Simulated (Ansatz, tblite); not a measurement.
# The cluster Li₆Al₂: one state, many levels

Aim: run the singlet of the cluster Li₆Al₂ at one geometry on many levels, and compare frontier levels, spin and run time.

Method: as each input shows; program: Ansatz 0.2.0, Gaussian basis.

Plan: GFN1-xTB, GFN2-xTB, PBE-D4/def2-TZVP, r2SCAN-D4/def2-TZVP, revPBE-D4/def2-TZVP, B97M-V/def2-TZVP, BHLYP-D4/def2-TZVP, PBE-QIDH/def2-TZVP, HSE06-D4/def2-TZVP, B2PLYP/def2-TZVP, CAM-B3LYP-D4/def2-TZVP, PBE-D4/def2-SVP, PBE0-D4/def2-SVP, HF/STO-3G, PBE0-D4/def2-TZVPD, PBE-D4/def2-TZVPD, r2SCAN-D4/def2-TZVPD, CCSD(T)/def2-TZVPP, MP2/def2-TZVP, RPA/def2-TZVP.

## 1. The geometry

The singlet was relaxed beforehand with PBE-D4/def2-SVP. At that level it is the lowest of the isomers that a small search found.

8 atoms, charge 0, spin multiplicity 1.

Bond lengths: Al1–Li3 2.693 Å, Al1–Li4 2.641 Å, Al1–Li6 2.721 Å, Al1–Li7 2.640 Å, Al1–Li8 2.720 Å, Al2–Li4 2.638 Å, Al2–Li5 2.691 Å, Al2–Li6 2.720 Å, Al2–Li7 2.640 Å, Al2–Li8 2.720 Å, Li4–Li7 2.997 Å, Li6–Li8 2.794 Å. Angles: Li3–Al1–Li4 145.1°, Li3–Al1–Li6 78.3°, Li3–Al1–Li7 145.5°, Li3–Al1–Li8 78.3°, Li4–Al1–Li6 119.7°, Li4–Al1–Li7 69.1°, Li4–Al1–Li8 84.8°, Li6–Al1–Li7 85.3°, Li6–Al1–Li8 61.8°, Li7–Al1–Li8 119.8° and more.

PBE0-D4/def2-TZVP was run before; its log isn't repeated, and its numbers join the tables.

## 2. GFN1-xTB

Tight binding, by tblite at 300 K electronic temperature and without a spin-polarisation term:

```python
tblite.interface.Calculator('GFN1-xTB', numbers, positions, charge=0, uhf=0).singlepoint()
```

Energy -129.3859 eV, HOMO -9.37 eV, LUMO -8.65 eV; 0.005 s.

## 3. GFN2-xTB

Tight binding, by tblite at 300 K electronic temperature and without a spin-polarisation term:

```python
tblite.interface.Calculator('GFN2-xTB', numbers, positions, charge=0, uhf=0).singlepoint()
```

Energy -94.3750 eV, HOMO -5.42 eV, LUMO -4.95 eV; 0.015 s.

## 4. PBE-D4/def2-TZVP

start.molden holds the orbitals of an earlier run on this state, given as this run's starting guess.

File in.yaml:

```yaml
crystal:
  periodic: [false, false, false]
  atoms:
    - {symbol: Al, position_ang: [0.785029, 1.205846, -0.184944]}
    - {symbol: Al, position_ang: [-0.195046, -1.220814, -0.755231]}
    - {symbol: Li, position_ang: [0.355273, 2.850685, 1.903327]}
    - {symbol: Li, position_ang: [2.351837, -0.676246, -1.174060]}
    - {symbol: Li, position_ang: [-1.924110, -2.800395, 0.569293]}
    - {symbol: Li, position_ang: [-1.790253, 0.614200, 0.464343]}
    - {symbol: Li, position_ang: [0.076042, 0.593639, -2.653031]}
    - {symbol: Li, position_ang: [0.341228, -0.566915, 1.830323]}
basis:
  gaussian: {orbitals: def2-TZVP, initial_orbitals: start.molden}
hamiltonian: {xc: pbe, dispersion: d4}
scf: {omitted_lower_state_checks: [starts]}
output: {orbitals: {seedname: orbitals}}
```

Command:

```console
> ansatz run in.yaml --threads 4 --pin off --events-out ev --progress --plain --max-ram 3916MiB
```

The runs that follow: r2SCAN-D4/def2-TZVP; revPBE-D4/def2-TZVP; B97M-V/def2-TZVP; BHLYP-D4/def2-TZVP; PBE-QIDH/def2-TZVP; HSE06-D4/def2-TZVP; B2PLYP/def2-TZVP; CAM-B3LYP-D4/def2-TZVP; PBE-D4/def2-SVP; PBE0-D4/def2-SVP; HF/STO-3G; PBE0-D4/def2-TZVPD; PBE-D4/def2-TZVPD; r2SCAN-D4/def2-TZVPD; CCSD(T)/def2-TZVPP; MP2/def2-TZVP; RPA/def2-TZVP.

Before running them: what should the planned runs give, taken together? Wanted: gap in def2-TZVP, named functionals, smallest and largest; correlation energy, CCSD(T)/def2-TZVPP; correlation energy, MP2/def2-TZVP; binding an atom, CCSD(T)/def2-TZVPP; PBE0 total energy, smallest basis above largest.

As calculated:

```
                                                 quantity                                     value
gap in def2-TZVP, named functionals, smallest and largest  0.38 eV (PBE-D4), 2.80 eV (CAM-B3LYP-D4)
                   correlation energy, CCSD(T)/def2-TZVPP                                 -14.36 eV
                        correlation energy, MP2/def2-TZVP                                 -12.16 eV
                      binding an atom, CCSD(T)/def2-TZVPP                                  1.264 eV
          PBE0 total energy, smallest basis above largest            5.59 eV (def2-SVP, def2-TZVPD)
```

Over the named functionals in def2-TZVP the gap runs from 0.38 eV (PBE-D4) to 2.80 eV (CAM-B3LYP-D4); exact exchange widens it. A small miss in a minimal or small basis is a cancelling of errors, not accuracy. The functionals in def2-TZVP miss CCSD(T)/def2-TZVPP by -0.142 (BHLYP-D4) to +0.092 eV (B97M-V) an atom. CCSD(T)/def2-TZVPP isn't at the basis-set limit; small misses against it rank nothing.
